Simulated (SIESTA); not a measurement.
# Mn2AlCu3 (R-3m) in SIESTA: reference runs, part 2 of 2

SIESTA 5.4.2. Earlier steps stand in the parts before.

### 3 Single point, PBEsol, collinear spin, ferromagnetic start (atoms moved at random, drawn with an rms of 0.05 Å)

Mn2AlCu3.fdf

```
SystemName                      Mn2AlCu3
SystemLabel                     Mn2AlCu3
NumberOfSpecies                 3
NumberOfAtoms                   6
%block ChemicalSpeciesLabel
  1  29 Cu
  2  25 Mn
  3  13 Al
%endblock ChemicalSpeciesLabel

LatticeConstant                 1.0 Ang
%block LatticeVectors
     2.4171901868     1.3955654050     3.9671282347
    -2.4171901868     1.3955654050     3.9671282347
     0.0000000000    -2.7911308100     3.9671282347
%endblock LatticeVectors
AtomicCoordinatesFormat         Fractional
%block AtomicCoordinatesAndAtomicSpecies
     0.0224170000     0.4905350000     0.4893360000  1  Cu
     0.5007350000     0.4943680000    -0.0006540000  1  Cu
     0.4935810000     0.0037220000     0.5094190000  1  Cu
     0.1156210000     0.1268830000     0.1266140000  2  Mn
     0.8794200000     0.8655880000     0.8809550000  2  Mn
     0.5070450000     0.4853600000     0.5007330000  3  Al
%endblock AtomicCoordinatesAndAtomicSpecies

%block kgrid.MonkhorstPack
    7   0   0  0.0
    0   7   0  0.0
    0   0   7  0.0
%endblock kgrid.MonkhorstPack
XC.Functional                   GGA
XC.Authors                      PBEsol
PAO.BasisSize                   DZP
PAO.EnergyShift                 0.003 Ry
Mesh.Cutoff                     800 Ry
Spin                            polarized
%block DM.InitSpin
    1   0.600
    2   0.600
    3   0.600
    4   4.000
    5   4.000
    6   0.000
%endblock DM.InitSpin
OccupationFunction              FD
ElectronicTemperature           0.05 eV
MaxSCFIterations                200
SCF.MustConverge                false
SCF.Mixer.Method                Pulay
SCF.Mixer.Weight                0.1
SCF.Mixer.History               10
SCF.DM.Tolerance                5.0e-05
SCF.H.Tolerance                 1.0e-03 eV
WriteForces                     true
Charge.Mulliken                 end
%block PAO.Basis
  Cu 5
  n=3 0 2
    2.374 0.000
  n=4 0 2
    7.224 0.000
  n=3 1 2
    2.662 0.000
  n=4 1 1
    7.224
  n=3 2 2
    4.908 0.000
  Mn 5
  n=3 0 2
    2.738 0.000
  n=4 0 2
    7.595 0.000
  n=3 1 2
    3.070 0.000
  n=4 1 1
    7.595
  n=3 2 2
    5.098 0.000
%endblock PAO.Basis
```

Potentials or basis: PseudoDojo 0.4 standard (PBEsol files), DZP (energy shift 0.003 Ry; two zetas on semicore shells).

On the command line:

```sh
$ siesta Mn2AlCu3.fdf > Mn2AlCu3.out 2>&1
```

Mn2AlCu3.out:

```text
Version         : 5.4.2

                           ***********************
                           *  WELCOME TO SIESTA  *
                           ***********************

 NOTE: Siesta V5 introduces some new defaults for basis-set generation
 NOTE: which might lead to slightly different numerical results.
 NOTE: Please see the manual for full details and compatibility measures.

reinit: Reading from file Mn2AlCu3.fdf

reinit: -----------------------------------------------------------------------
reinit: System Name: Mn2AlCu3
reinit: -----------------------------------------------------------------------
reinit: System Label: Mn2AlCu3
reinit: -----------------------------------------------------------------------

NOTE on units for spin output:
{S} is the spin magnetic moment, in units of the Bohr magneton,
assuming a g-factor for the electron spin of exactly 2.
The spin magnetic moment is then numerically equal to the charge inbalance,
in units of electrons, between the spin-up and -down channels.

initatom: Reading input for the pseudopotentials and atomic orbitals ----------
Species number:   1 Atomic number:   29 Label: Cu
Species number:   2 Atomic number:   25 Label: Mn
Species number:   3 Atomic number:   13 Label: Al

Ground state valence configuration (from tables):   4s01  4p00  3d10  4f00
Ground state valence configuration (from tables):   4s02  4p00  3d05  4f00
Ground state valence configuration (from tables):   3s02  3p01  3d00  4f00

---- Processing specs for species: Cu
Reading pseudopotential information in PSML from:
  Cu.psml
PSML file version: 1.1
Using libxc ids:  116 133
GGA--PBEsol XC_GGA_X_PBE_SOL--XC_GGA_C_PBE_SOL ps
Semicore shell(s) with  8 electrons included in the valence for Cu

---- Processing specs for species: Mn
Reading pseudopotential information in PSML from:
  Mn.psml
PSML file version: 1.1
Using libxc ids:  116 133
GGA--PBEsol XC_GGA_X_PBE_SOL--XC_GGA_C_PBE_SOL ps
Semicore shell(s) with  8 electrons included in the valence for Mn

---- Processing specs for species: Al
Reading pseudopotential information in PSML from:
  Al.psml
PSML file version: 1.1
Using libxc ids:  116 133
GGA--PBEsol XC_GGA_X_PBE_SOL--XC_GGA_C_PBE_SOL ps

---- Pseudopotential check for Cu

Pseudized shells:
3s( 2.00) rc: 1.25
3p( 6.00) rc: 1.45
[... 915 lines left out ...]
siesta:         -46.80168945        -81.78159105  kBar

Basis Enthalpy Calculation:
    Basis Pressure for species 1(Cu) :      0.2000000 GPa
    Basis Pressure for species 2(Mn) :      0.2000000 GPa
    Basis Pressure for species 3(Al) :      0.2000000 GPa

    Orbital volume contribution        =           6.163072 eV
    (Free)E + p_basis*V_orbitals       =      -21441.118172 eV
    (Free)Eharris+ p_basis*V_orbitals  =      -21441.118170 eV

mulliken: Atomic and Orbital Populations:

mulliken: Spin UP

Species: Cu
Atom  Qatom  Qorb
               3s      3s      4s      4s      3py     3pz     3px     3py
               3pz     3px     4py     4pz     4px     3dxy    3dyz    3dz2
               3dxz    3dx2-y2 3dxy    3dyz    3dz2    3dxz    3dx2-y2
   1  9.350   0.959   0.022  -0.041   0.061   0.972   0.971   0.973   0.031
              0.032   0.030   0.176   0.152   0.200   0.920   0.905   0.908
[... 5 lines left out ...]
              0.903   0.920   0.047   0.050   0.053   0.062   0.042
   3  9.340   0.959   0.022  -0.047   0.063   0.972   0.971   0.973   0.031
              0.032   0.030   0.175   0.149   0.197   0.920   0.904   0.908

              0.908   0.918   0.043   0.059   0.054   0.053   0.045

Species: Mn
Atom  Qatom  Qorb
               3s      3s      4s      4s      3py     3pz     3px     3py
               3pz     3px     4py     4pz     4px     3dxy    3dyz    3dz2
               3dxz    3dx2-y2 3dxy    3dyz    3dz2    3dxz    3dx2-y2
   4  9.106   0.947   0.024   0.397  -0.175   0.984   0.984   0.983   0.023
              0.023   0.023   0.124   0.038   0.118   0.937   0.942   0.944

              0.943   0.937  -0.020  -0.018  -0.015  -0.018  -0.019
   5  9.122   0.947   0.024   0.417  -0.186   0.983   0.984   0.983   0.023
              0.023   0.023   0.114   0.046   0.119   0.936   0.941   0.944

              0.941   0.936  -0.017  -0.015  -0.013  -0.015  -0.017

Species: Al
Atom  Qatom  Qorb
               3s      3s      3py     3pz     3px     3py     3pz     3px
               3Pdxy   3Pdyz   3Pdz2   3Pdxz   3Pdx2-y2
   6  2.438   0.511   0.059   0.665   0.761   0.668  -0.205  -0.198  -0.207
              0.066   0.083   0.086   0.082   0.066

mulliken: Qtot =       48.708

mulliken: Spin DOWN

Species: Cu
Atom  Qatom  Qorb
               3s      3s      4s      4s      3py     3pz     3px     3py
               3pz     3px     4py     4pz     4px     3dxy    3dyz    3dz2
               3dxz    3dx2-y2 3dxy    3dyz    3dz2    3dxz    3dx2-y2
   1  9.477   0.958   0.022  -0.006   0.048   0.972   0.971   0.973   0.031
              0.032   0.030   0.237   0.227   0.229   0.927   0.914   0.909
[... 5 lines left out ...]
              0.912   0.929   0.032   0.038   0.031   0.037   0.025
   3  9.466   0.958   0.022  -0.012   0.050   0.972   0.971   0.973   0.031
              0.032   0.030   0.236   0.224   0.227   0.927   0.914   0.909

              0.917   0.921   0.027   0.037   0.032   0.037   0.030

Species: Mn
Atom  Qatom  Qorb
               3s      3s      4s      4s      3py     3pz     3px     3py
               3pz     3px     4py     4pz     4px     3dxy    3dyz    3dz2
               3dxz    3dx2-y2 3dxy    3dyz    3dz2    3dxz    3dx2-y2
   4  5.084   0.945   0.019   0.299  -0.140   0.981   0.982   0.981   0.026
              0.026   0.026   0.082  -0.016   0.078   0.199   0.219   0.103

              0.218   0.196  -0.031  -0.033  -0.013  -0.033  -0.031
   5  5.073   0.946   0.019   0.313  -0.147   0.981   0.981   0.981   0.026
              0.026   0.026   0.074  -0.007   0.077   0.191   0.213   0.099

              0.215   0.195  -0.029  -0.031  -0.012  -0.032  -0.030

Species: Al
Atom  Qatom  Qorb
               3s      3s      3py     3pz     3px     3py     3pz     3px
               3Pdxy   3Pdyz   3Pdz2   3Pdxz   3Pdx2-y2
   6  2.716   0.590   0.035   0.639   0.859   0.641  -0.122  -0.251  -0.125
              0.073   0.108   0.088   0.107   0.073

mulliken: Qtot =       41.292

Mulliken Atomic Populations:
Atom #   charge [q] valence [e]      Sz [e]  Species
     1     0.172767   18.827233   -0.126779  Cu
     2     0.172545   18.827455   -0.124598  Cu
     3     0.193987   18.806013   -0.126081  Cu
     4     0.809332   14.190668    4.022109  Mn
     5     0.805255   14.194745    4.049578  Mn
     6    -2.153886    5.153886   -0.277545  Al
 Total    -0.000000                7.416686

Job completed
```

Wall time 9.1 min (1 thread of Arm Neoverse V1, shared host); peak memory 0.59 GiB.

What came out:

| Property | Result |
| --- | --- |
| Free energy | -21447.2812 eV |
| Pressure | -4.7 GPa |
| Largest force | 1.626 eV/Å |
| Band gap on the k mesh | none (metal or under the smearing width) |
| Net moment | 7.42 μB per cell |
| Site moments | Cu -0.13, -0.12; Mn +4.02, +4.05; Al -0.28 μB |

Forces in eV/Å, atoms in the order of the input:
```
Cu  -1.412 -0.706 -0.392
Cu   0.263  0.556 -0.016
Cu   1.130 -0.181 -0.514
Mn   0.229  0.022  0.104
Mn  -0.034  0.059 -0.078
Al  -0.178  0.250  0.899
```

Stress tensor (GPa, compression positive):
```
-4.02  0.01 -0.17
 0.01 -4.68  0.11
-0.17  0.11 -5.35
```

Levels at points of the mesh, in eV from the Fermi level:
Spin up:
| k point | band 46 | band 47 | band 48 | band 49 | band 50 | band 51 | band 52 | band 53 |
| --- | --- | --- | --- | --- | --- | --- | --- | --- |
| (0.00, 0.00, 0.00) | -1.62 | -1.38 | 1.14 | 1.27 | 1.77 | 3.36 | 3.51 | 3.61 |
Spin down:
| k point | band 37 | band 38 | band 39 | band 40 | band 41 | band 42 | band 43 | band 44 | band 45 | band 46 |
| --- | --- | --- | --- | --- | --- | --- | --- | --- | --- | --- |
| (0.00, 0.00, 0.00) | -1.77 | -1.74 | -1.66 | -0.82 | -0.80 | -0.72 | 0.13 | 0.19 | 0.20 | 1.75 |

Caveat: short orbitals over semicore shells can move pressures by several GPa; the basis of atomic orbitals isn't converged, which shifts pressures, moduli and gaps.
